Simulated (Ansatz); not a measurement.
# Pb: the cost of one run

Method: DFT PBEsol, scalar-relativistic, plane waves, PAW, in Ansatz 0.2.0.

## Step 1: The system as given

Symmetry: P6_3/mmc, No. 194, hexagonal system. Conventional cell: a = 3.456 Å, b = 3.456 Å, c = 5.757 Å, α = 90.00°, β = 90.00°, γ = 120.00°. Pb (site symmetry -6m2) has 12 Pb at 3.46 to 3.50 Å as nearest neighbours.

As a file:

```
Pb
1.0
     3.45624    0.00000    0.00000
    -1.72812    2.99319    0.00000
     0.00000    0.00000    5.75692
Pb
2
Cartesian
  0.0000 1.9955 1.4392
  1.7281 0.9977 4.3177
```

An earlier run at PBEsol left this cell at 29.778 Å³/atom and 0.01 GPa (14×14×8 mesh).

## Step 2: Volume × 0.96

Input file input.yaml:

```yaml
crystal:
  lattice:
    - [3.4095253001, 0.0, 0.0]
    - [-1.70476265, 2.9527355247, 0.0]
    - [0.0, 0.0, 5.6791120655]
  atoms:
    - { symbol: Pb, position: [0.3333333333, 0.6666666667, 0.25] }
    - { symbol: Pb, position: [0.6666666667, 0.3333333333, 0.75] }
basis:
  ecutwfc: 420
  ecutrho_ratio: 4
kpoints:
  mp_grid: { grid: [16, 16, 8] }
hamiltonian:
  xc: pbesol
scf:
  occupations: { method: gaussian, width: 0.05 }
output:
  forces: true
  stress: true
  eigenvalues: true
relax:
  f_tol: 0.01
  max_steps: 40
  cell: { stress_tol: 0.1, fix: [volume] }
```

Launch:

```sh
$ ansatz run input.yaml --threads 1 --pin off --max-ram 2560MiB --backend cpu --events-out ev --progress --plain --runs-dir out
```

**Question.** How long does this run take on 1 thread of AMD EPYC 9R45 (Zen 5), shared host, and how much memory does it need?

About 8.5 s, with a peak of 0.45 GiB.
